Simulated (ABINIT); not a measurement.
# YbB2 (P6/mmm) in ABINIT: reference runs

Reference runs on YbB2: the cell as given.

All numbers are computed with ABINIT 10.8.3 (patched build); they aren't measurements. Logs are shortened: lines on timing, memory, paths and dates and some standing lists are left out, and cuts for length are marked. The log counts tension as positive stress, the text compression.

### Step 1. Starting point

It takes space group P6/mmm (No. 191, hexagonal). The conventional cell has a = 3.250 Å, b = 3.250 Å, c = 3.732 Å, α = 90.00°, β = 90.00°, γ = 120.00°. Yb (site symmetry 6/mmm) has 12 B at 2.65 Å as nearest neighbours. B (site symmetry -6m2) is surrounded by 3 B at 1.88 Å.

### Step 2. Single point, PBE, collinear spin, ferromagnetic start

run.abi reads:

```
# Pseudopotentials
pp_dirpath "./"
pseudos "Yb.GGA_PBE-JTH.xml, B.GGA_PBE-JTH.xml"

# Structure
structure "poscar:POSCAR"
natom 3

# Plane-wave basis
ecut 544.227725 eV
pawecutdg 40.0

# k points
kptopt 1
ngkpt 9 9 7
nshiftk 1
shiftk 0.0 0.0 0.0

# Exchange and correlation
ixc 11

# Bands and occupations
nband 23
occopt 3
tsmear 0.05 eV

# Spin
nsppol 2
spinat
     0.0000000000     0.0000000000     1.0000000000
     0.0000000000     0.0000000000     0.0000000000
     0.0000000000     0.0000000000     0.0000000000

# SCF cycle
nstep 100
tolvrs 1.0e-9

# Output
iomode 3
prtwf 0
prteig 0
prtebands 0
enunit 1
prtden 1
prtvha 1
prtvclmb 1
prtpot 1
```

POSCAR reads:

```
YbB2
1.0
    3.2503000000      0.0000000000      0.0000000000
   -1.6251500000      2.8148423699      0.0000000000
    0.0000000000      0.0000000000      3.7315000000
Yb B
1 2
Direct
    0.0000000000      0.0000000000      0.0000000000  Yb
    0.6666666667      0.3333333333      0.5000000000  B
    0.3333333333      0.6666666667      0.5000000000  B
```

Potentials or basis: JTH PAW PBE v2.0.

Command:

```bash
$ abinit run.abi > log 2>&1
```

run.abo:

```text
.Version 10.8.3 of ABINIT
 Symmetries : space group P6/m m m (#191); Bravais hP (primitive hexag.)
================================================================================
 Values of the parameters that define the memory need of the present run
     intxc =       0    ionmov =       0      iscf =      17    lmnmax =      32
     lnmax =       8     mgfft =      30  mpssoang =       4    mqgrid =    3001
     natom =       3  nloc_mem =       2    nspden =       2   nspinor =       1
    nsppol =       2      nsym =      24    n1xccc =       1    ntypat =       2
    occopt =       3   xclevel =       2
       mpw =         993          nfft =       21870          nkpt =          48
 PAW method is used; the additional fine FFT grid is defined by:
   mgfftf=        45    nfftf =     58320
================================================================================
================================================================================

--------------------------------------------------------------------------------
------------- Echo of variables that govern the present computation ------------
--------------------------------------------------------------------------------
 -outvars: echo values of preprocessed input variables --------
            acell      1.0000000000E+00  1.0000000000E+00  1.0000000000E+00 Bohr
              amu      1.73040000E+02  1.08110000E+01
             ecut      2.00000000E+01 Hartree
           enunit           1
              ixc          11
         kptrlatt        9    0    0      0    9    0      0    0    7
          kptrlen      4.93605913E+01
            natom           3
            nband          23
            ngfft          27      27      30
          ngfftdg          36      36      45
             nkpt          48
           nspden           2
           nsppol           2
            nstep         100
             nsym          24
           ntypat           2
           occopt           3
        pawecutdg      4.00000000E+01 Hartree
         pawxcdev           0
        prtebands           0
           prteig           0
           prtpot           1
         prtvclmb           1
           prtvha           1
            prtwf           0
            rprim      6.1421768270E+00  0.0000000000E+00  0.0000000000E+00
                      -3.0710884135E+00  5.3192811667E+00  0.0000000000E+00
                       0.0000000000E+00  0.0000000000E+00  7.0515130388E+00
          spgroup         191
           spinat      0.0000000000E+00  0.0000000000E+00  1.0000000000E+00
                       0.0000000000E+00  0.0000000000E+00  0.0000000000E+00
                       0.0000000000E+00  0.0000000000E+00  0.0000000000E+00
           tolvrs      1.00000000E-09
           tsmear      1.83746611E-03 Hartree
            typat      1  2  2
           useylm           1
           xangst      0.0000000000E+00  0.0000000000E+00  0.0000000000E+00
                       1.6251500000E+00  9.3828078997E-01  1.8657500000E+00
                      -1.0766256891E-16  1.8765615799E+00  1.8657500000E+00
            xcart      0.0000000000E+00  0.0000000000E+00  0.0000000000E+00
                       3.0710884135E+00  1.7730937222E+00  3.5257565194E+00
                      -2.0345276925E-16  3.5461874445E+00  3.5257565194E+00
             xred      0.0000000000E+00  0.0000000000E+00  0.0000000000E+00
                       6.6666666667E-01  3.3333333333E-01  5.0000000000E-01
                       3.3333333333E-01  6.6666666667E-01  5.0000000000E-01
            znucl       70.00000    5.00000

================================================================================

 chkinp: Checking input parameters for consistency.

================================================================================
== DATASET  1 ==================================================================

--- !DatasetInfo
iteration_state: {dtset: 1, }
dimensions: {natom: 3, nkpt: 48, mband: 23, nsppol: 2, nspinor: 1, nspden: 2, mpw: 993, }
cutoff_energies: {ecut:  20.0, pawecutdg:  40.0, }
electrons: {nelect:   3.00000000E+01, charge:   0.00000000E+00, occopt:   3.00000000E+00, tsmear:   1.83746611E-03, }
meta: {optdriver: 0, ionmov: 0, optcell: 0, iscf: 17, paral_kgb: 0, }
...

 Exchange-correlation functional for the present dataset will be:
  GGA: Perdew-Burke-Ernzerhof functional - ixc=11
  J.P.Perdew, K.Burke, M.Ernzerhof, PRL 77, 3865 (1996)

 Real(R)+Recip(G) space primitive vectors, cartesian coordinates (Bohr,Bohr^-1):
[... 129 lines left out ...]
- [  7.30643576E-30,   8.43674530E-30,  -0.00000000E+00, ]
- [ -1.46128715E-29,  -2.95286086E-29,  -0.00000000E+00, ]
force_length_stats: {min:   1.11607650E-29, max:   3.29465436E-29, mean:   2.21429462E-29, }
...

 Integrated electronic and magnetization densities in atomic spheres:
 ------------------------------------------------------------------------------------------------------------
 Radius=ratsph(iatom), smearing ratsm=  0.0000. Diff(up-dn)=approximate z local magnetic moment.
    Atom    Radius    up_density   dn_density  Total(up+dn)  Diff(up-dn)
    1 Yb   2.50225    11.011626    11.011604     22.023230     0.000023
    2  B   1.70617     0.874103     0.874103      1.748206     0.000001
    3  B   1.70617     0.874103     0.874103      1.748206     0.000001
 ------------------------------------------------------------------------------------------------------------
  Sum:                12.759833    12.759809     25.519641     0.000024
 Total magnetization (from the atomic spheres):                0.000024
 Total magnetization (exact up - dn):                          0.000023

================================================================================

 ----iterations are completed or convergence reached----

 Mean square residual over all n,k,spin=   60.587E-09; max=  58.425E-06
 reduced coordinates (array xred) for    3 atoms
       0.000000000000      0.000000000000      0.000000000000
       0.666666666667      0.333333333333      0.500000000000
       0.333333333333      0.666666666667      0.500000000000
 rms dE/dt=  8.3958E-29; max dE/dt=  2.0195E-28; dE/dt below (all hartree)
    1       0.000000000000      0.000000000000      0.000000000000
    2       0.000000000000      0.000000000000      0.000000000000
    3       0.000000000000      0.000000000000      0.000000000000

 cartesian coordinates (angstrom) at end:
    1      0.00000000000000     0.00000000000000     0.00000000000000
    2      1.62515000000000     0.93828078996667     1.86575000000000
    3     -0.00000000000000     1.87656157993333     1.86575000000000

 cartesian forces (hartree/bohr) at end:
    1      0.00000000000000     0.00000000000000    -0.00000000000000
    2      0.00000000000000     0.00000000000000    -0.00000000000000
    3     -0.00000000000000    -0.00000000000000    -0.00000000000000
 frms,max,avg= 1.3777147E-29 2.9528609E-29   0.000E+00  0.000E+00  0.000E+00 h/b

 cartesian forces (eV/Angstrom) at end:
    1      0.00000000000000     0.00000000000000    -0.00000000000000
    2      0.00000000000000     0.00000000000000    -0.00000000000000
    3     -0.00000000000000    -0.00000000000000    -0.00000000000000
 frms,max,avg= 7.0844940E-28 1.5184221E-27   0.000E+00  0.000E+00  0.000E+00 e/A
 length scales=  1.000000000000  1.000000000000  1.000000000000 bohr
              =  0.529177210544  0.529177210544  0.529177210544 angstroms
 Fermi (or HOMO) energy (eV) =   5.05882   Average Vxc (eV)= -11.70016
 Eigenvalues (   eV  ) for nkpt=  48  k points, SPIN UP:
 kpt#   1, nband= 23, wtk=  0.00176, kpt=  0.0000  0.0000  0.0000 (reduced coord)
 -46.00638  -18.17689  -17.80664  -17.80664   -6.11223    3.61380    4.35700    4.44375
   4.44375    4.59341    4.59341    4.64356    4.64356    4.72351    4.76446    5.24683
  11.34050   11.79022   11.79022   11.83539   11.83539   12.40896   12.40896
 prteigrs : prtvol=0 or 1, do not print more k-points.

 Eigenvalues (   eV  ) for nkpt=  48  k points, SPIN DOWN:
 kpt#   1, nband= 23, wtk=  0.00176, kpt=  0.0000  0.0000  0.0000 (reduced coord)
 -46.00638  -18.17688  -17.80663  -17.80663   -6.11223    3.61381    4.35702    4.44376
   4.44376    4.59343    4.59343    4.64358    4.64358    4.72353    4.76445    5.24684
  11.34050   11.79022   11.79022   11.83539   11.83539   12.40896   12.40896
 prteigrs : prtvol=0 or 1, do not print more k-points.

--- !EnergyTerms
iteration_state     : {dtset: 1, }
comment             : Components of total free energy in Hartree
kinetic             :  1.44957574613509E+01
hartree             :  6.00640602392450E+01
xc                  : -7.14038831873767E+00
Ewald energy        : -1.55055448603251E+02
psp_core            :  1.34410021171730E+01
local_psp           : -1.26808558555597E+02
PAW spherical_terms : -5.26163363603294E+01
internal            : -2.53619912020145E+02
'-kT*entropy'       : -1.17481027578275E-03
total_energy        : -2.53621086830421E+02
total_energy_eV     : -6.90138135386808E+03
...

--- !EnergyTermsDC
iteration_state     : {dtset: 1, }
comment             : '"Double-counting" decomposition of free energy'
band_energy         : -4.80979134813070E+00
Ewald energy        : -1.55055448603251E+02
psp_core            :  1.34410021171730E+01
xc_dc               : -5.80160885663533E+01
PAW spherical_terms : -4.91795865526355E+01
internal            : -2.53619912953197E+02
'-kT*entropy'       : -1.17481027578275E-03
total_energy_dc     : -2.53621087763473E+02
total_energy_dc_eV  : -6.90138137925771E+03
...

--- !EnergyTermsWithPAWCore
iteration_state     : {dtset: 1, }
comment             : 'Components of total free energy, including PAW core contributions'
Total energy        : -1.41095938540272E+04
Total energy DC     : -1.41095938549602E+04
Total energy (eV)   : -3.83941608135853E+05
Total energy DC (eV): -3.83941608161243E+05
...

 Cartesian components of stress tensor (hartree/bohr^3)
  sigma(1 1)= -7.09295624E-05  sigma(3 2)=  0.00000000E+00
  sigma(2 2)= -7.09295616E-05  sigma(3 1)=  0.00000000E+00
  sigma(3 3)= -4.05369913E-04  sigma(2 1)=  0.00000000E+00

-Cartesian components of stress tensor (GPa)         [Pressure=  5.3667E+00 GPa]
- sigma(1 1)= -2.08681977E+00  sigma(3 2)=  0.00000000E+00
- sigma(2 2)= -2.08681975E+00  sigma(3 1)=  0.00000000E+00
- sigma(3 3)= -1.19263946E+01  sigma(2 1)=  0.00000000E+00

== END DATASET(S) ==============================================================
================================================================================

 -outvars: echo values of variables after computation  --------
            acell      1.0000000000E+00  1.0000000000E+00  1.0000000000E+00 Bohr
           etotal     -2.5362108776E+02
            fcart      7.3064357555E-30  2.1091863252E-29 -0.0000000000E+00
                       7.3064357555E-30  8.4367453006E-30 -0.0000000000E+00
                      -1.4612871511E-29 -2.9528608552E-29 -0.0000000000E+00
            rprim      6.1421768270E+00  0.0000000000E+00  0.0000000000E+00
                      -3.0710884135E+00  5.3192811667E+00  0.0000000000E+00
                       0.0000000000E+00  0.0000000000E+00  7.0515130388E+00
           strten     -7.0929562408E-05 -7.0929561557E-05 -4.0536991344E-04
                       0.0000000000E+00  0.0000000000E+00  0.0000000000E+00
           xangst      0.0000000000E+00  0.0000000000E+00  0.0000000000E+00
                       1.6251500000E+00  9.3828078997E-01  1.8657500000E+00
                      -1.0766256891E-16  1.8765615799E+00  1.8657500000E+00
             xred      0.0000000000E+00  0.0000000000E+00  0.0000000000E+00
                       6.6666666667E-01  3.3333333333E-01  5.0000000000E-01
                       3.3333333333E-01  6.6666666667E-01  5.0000000000E-01
 Calculation completed.
```

Run time: 4.9 min. Hardware: 1 thread of Arm Neoverse V1, shared host; peak memory 0.21 GiB.

What came out:

```
Free energy                                           : -6901.3814 eV
Pressure                                              : 5.4 GPa
Band gap on the k mesh                                : none (metal or under the smearing width)
Net moment                                            : 0.00 μB per cell
Valence electrons inside the program's atomic spheres : Yb 22.02; B 1.75
```

Levels at points of the mesh, in eV from the Fermi level:
Spin up:
| k point | band 11 | band 12 | band 13 | band 14 | band 15 | band 16 | band 17 | band 18 | band 19 | band 20 |
| --- | --- | --- | --- | --- | --- | --- | --- | --- | --- | --- |
| (0.00, 0.00, 0.00) | -0.47 | -0.42 | -0.42 | -0.34 | -0.29 | 0.19 | 6.28 | 6.73 | 6.73 | 6.78 |
Spin down:
```tsv
k point	band 12	band 13	band 14	band 15	band 16	band 17	band 18	band 19
(0.00, 0.00, 0.00)	-0.42	-0.42	-0.34	-0.29	0.19	6.28	6.73	6.73
```

Caveat: small starting moments can end in a higher magnetic state in this program; spin-orbit coupling is left out, which moves the levels of the heavy elements; without U or exact exchange the open f shell lies at the Fermi level, which spoils levels, moments and volumes.
